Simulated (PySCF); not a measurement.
**doublet SnTe−: levels of theory compared**

Wanted: a comparison of 6 runs (UHF/STO-3G, U-r2SCAN/def2-TZVPPD, U-revPBE/def2-TZVPPD, UB3LYP/def2-TZVPPD, UBHLYP/def2-TZVPPD, UPBE0/def2-TZVPPD) of doublet SnTe−. Input form: a Python script.

The results are computed with PySCF 2.14.0.

2 further runs of the same task are left out: 2 set aside as unsound or not needed.

## 1. The system as given

The species is SnTe− (2 atoms), meant as a doublet with charge -1. SMILES of the parent species: `[Sn][Te]`. The shape is that of a PBE0-D4/def2-TZVP optimisation. That shape belongs to the parent species and isn't relaxed for this state.

Bond lengths: Sn1–Te2 2.518 Å.

## 2. The energy at UHF/STO-3G (run 1)

input.xyz

```xyz
2

Sn     0.000000     0.000000     0.009440
Te     0.000000     0.000000     2.527330
```

calc.py

```python
from pyscf import gto, scf

mol = gto.M(
    atom='input.xyz',
    spin=1,
    basis='sto-3g',
    max_memory=1860,
    verbose=3,
    charge=-1,
)

calc0 = scf.UHF(mol)
calc0.conv_tol = 1e-10
calc0.kernel()
if not calc0.converged:
    calc0 = calc0.newton().run(calc0.mo_coeff, calc0.mo_occ)

e_tot = calc0.e_tot
print('Final energy', e_tot)
```

Started as:

```sh
$ OMP_NUM_THREADS=1 python calc.py
```

What it wrote:

```text
converged SCF energy = -12510.3264324742  <S^2> = 0.76882124  2S+1 = 2.0187335
Final energy -12510.32643247424
```

It took 1.2 s on 1 thread of Arm Neoverse V1, shared host; peak memory 0.12 GiB.

## 3. A single-point energy at U-r2SCAN/def2-TZVPPD (core potential) (run 2)

calc.py

```python
from pyscf import gto, dft

mol = gto.Mole()
mol.atom = '''
Sn   0.000000   0.000000   0.009440
Te   0.000000   0.000000   2.527330
'''
mol.basis = 'def2-tzvppd'
mol.charge = -1
mol.spin = 1
mol.verbose = 3
mol.ecp = {'Sn': 'def2-svp', 'Te': 'def2-svp'}
mol.max_memory = 1860
mol.build()

myscf = dft.UKS(mol, xc='r2scan')
myscf.grids.level = 5
myscf.conv_tol = 1e-10
myscf.kernel()
if not myscf.converged:
    myscf = myscf.newton().run(myscf.mo_coeff, myscf.mo_occ)

e_final = myscf.e_tot
print('E(%s) = %.9f' % ('R2SCAN', e_final))
```

Started as:

```sh
$ OMP_NUM_THREADS=1 python calc.py
```

What it wrote:

```text
WARN: HOMO -0.933708989069981 >= LUMO -0.93370898906999

converged SCF energy = -482.607997806627  <S^2> = 0.75809266  2S+1 = 2.0080764
E(R2SCAN) = -482.607997807
```

It took 62 s on 1 thread of Arm Neoverse V1, shared host; peak memory 0.67 GiB.

Run 3 isn't shown in full; the table further down has it.

## 4. A single-point energy at UB3LYP/def2-TZVPPD (core potential) (run 4)

run.py

```python
from pyscf import gto, dft

molecule = gto.M(
    atom='''
Sn     0.000000     0.000000     0.017839
Te     0.000000     0.000000     4.775962
''',
    basis='def2-tzvppd',
    charge=-1,
    ecp='def2-svp',
    verbose=3,
    unit='bohr',
    max_memory=1860,
    spin=1,
)

mf = dft.UKS(molecule, xc='b3lyp')
mf.conv_tol = 1e-10
mf.grids.level = 5
mf.kernel()
if not mf.converged:
    mf = mf.newton().run(mf.mo_coeff, mf.mo_occ)

e_tot = mf.e_tot
print('E(%s) = %.9f' % ('B3LYP', e_tot))
```

Started as:

```sh
$ OMP_NUM_THREADS=1 python run.py
```

What it wrote:

```text
WARN: HOMO -0.915740749787304 >= LUMO -0.915740749787297

WARN: HOMO 0.166490825398261 >= LUMO 0.16742999017421

converged SCF energy = -482.585553536409  <S^2> = 0.75337035  2S+1 = 2.0033675
E(B3LYP) = -482.585553536
```

Wall time 30 s (1 thread of Arm Neoverse V1, shared host); peak memory 0.61 GiB.

Run 5 isn't shown in full; the table further down has it.

## 5. A single-point energy at UPBE0/def2-TZVPPD (core potential) (run 6)

mol.xyz

```xyz
2

Sn     0.000000     0.000000     0.009440
Te     0.000000     0.000000     2.527330
```

run.py

```python
from pyscf import gto, dft

mol = gto.M(
    atom='mol.xyz',
    charge=-1,
    spin=1,
    max_memory=1860,
    ecp='def2-svp',
    basis='def2-tzvppd',
    verbose=3,
)

calc0 = dft.UKS(mol)
calc0.xc = 'pbe0'
calc0.conv_tol = 1e-10
calc0.grids.level = 5
calc0.kernel()
if not calc0.converged:
    calc0 = calc0.newton().run(calc0.mo_coeff, calc0.mo_occ)

e_final = calc0.e_tot
print('E = %.10f Eh' % e_final)
```

Started as:

```sh
$ OMP_NUM_THREADS=1 python run.py
```

What it wrote:

```text
WARN: HOMO -0.91152230024727 >= LUMO -0.911522300247274

converged SCF energy = -482.439037282541  <S^2> = 0.75597111  2S+1 = 2.0059622
E = -482.4390372825 Eh
```

Wall time 29 s (1 thread of Arm Neoverse V1, shared host); peak memory 0.61 GiB.

## 6. All runs side by side

| run | level | core potential | integration grid | energy (Eh) | HOMO energy (eV) | LUMO energy (eV) | ⟨S²⟩ | wall time |
| --- | --- | --- | --- | --- | --- | --- | --- | --- |
| 1 | UHF/STO-3G | – | – | -12510.326432 | 3.46 | 10.47 | 0.769 | 1.2 s |
| 2 | U-r2SCAN/def2-TZVPPD (core potential) | def2-svp | 5 | -482.607998 | 1.19 | 1.54 | 0.758 | 62 s |
| 3 | U-revPBE/def2-TZVPPD (core potential) | def2-svp | 5 | -482.513064 | 1.44 | 1.56 | 0.754 | 23 s |
| 4 | UB3LYP/def2-TZVPPD (core potential) | def2-svp | 5 | -482.585554 | 0.85 | 1.97 | 0.753 | 30 s |
| 5 | UBHLYP/def2-TZVPPD (core potential) | def2-svp | 5 | -482.293314 | 0.00 | 2.82 | 0.756 | 29 s |
| 6 | UPBE0/def2-TZVPPD (core potential) | def2-svp | 5 | -482.439037 | 0.61 | 2.09 | 0.756 | 29 s |

## 7. Outcome

| quantity | value |
| --- | --- |
| run 6: total energy | -482.43904 Eh |
| run 6: HOMO energy (highest over α and β) | 0.61 eV |
| run 6: LUMO energy (lowest over α and β) | 2.09 eV |
| run 6: ⟨S²⟩ | 0.756 |

What this shows: Totals of different functionals can't be ranked against each other. Some runs of one species differ in core potentials or relativity; totals across that change don't compare. In runs 1, 2, 3, 4, 6 the HOMO lies above zero, so the outermost electron may be held by the basis alone. In run 1 the basis is minimal, so the values are rough. In run 1 relativity is left out where basis or elements ask for it. All runs together took 2.9 min, the longest 62 s.
